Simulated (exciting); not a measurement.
Li3Au: single point with PBEsol

The system is Li3Au.

```xyz
4
Lattice="0.0000 3.1510 3.1510 3.1510 0.0000 3.1510 3.1510 3.1510 0.0000" Properties=species:S:1:pos:R:3 pbc="T T T"
Au    0.0000    0.0000    0.0000
Li    3.1510    3.1510    3.1510
Li    4.7265    4.7265    4.7265
Li    1.5755    1.5755    1.5755
```

```
Program             : exciting (release sodium)
Task                : single point
Functional          : PBEsol
Potentials or basis : all-electron LAPW+lo, shipped species files, valence relativity zora
rgkmax              : 7
k mesh              : 7 × 7 × 7
Occupations         : fermi-dirac, width 0.05 eV
Spin                : no spin polarisation
```

The band gap on the k mesh is none (metal or under the smearing width) and the all electrons inside the program's atomic spheres are Au 76.78; Li 2.09, 2.12 (radii Au 2.3, Li 1.7 bohr).

Levels at points of the mesh, in eV from the Fermi level:
```csv
k point,band 17,band 18,band 19,band 20,band 21,band 22,band 23,band 24
"(0.00, 0.00, 0.00)",-4.47,-4.10,-4.10,3.99,3.99,3.99,5.83,5.83
```

Run time: 5.4 min on 1 thread of Arm Neoverse V1, with other jobs on the host, peak memory 0.2 GiB.

Caveat: the log's total energy holds no entropy term; the free energy is that total less TS from the occupations; this treatment of relativity tilts energy against volume in heavier elements, by up to 2 % in the volume; the basis of Au and Ba changes in steps between geometries, so energy differences can be off by several meV. The run has no spin-orbit coupling, so splittings on Au are missing.
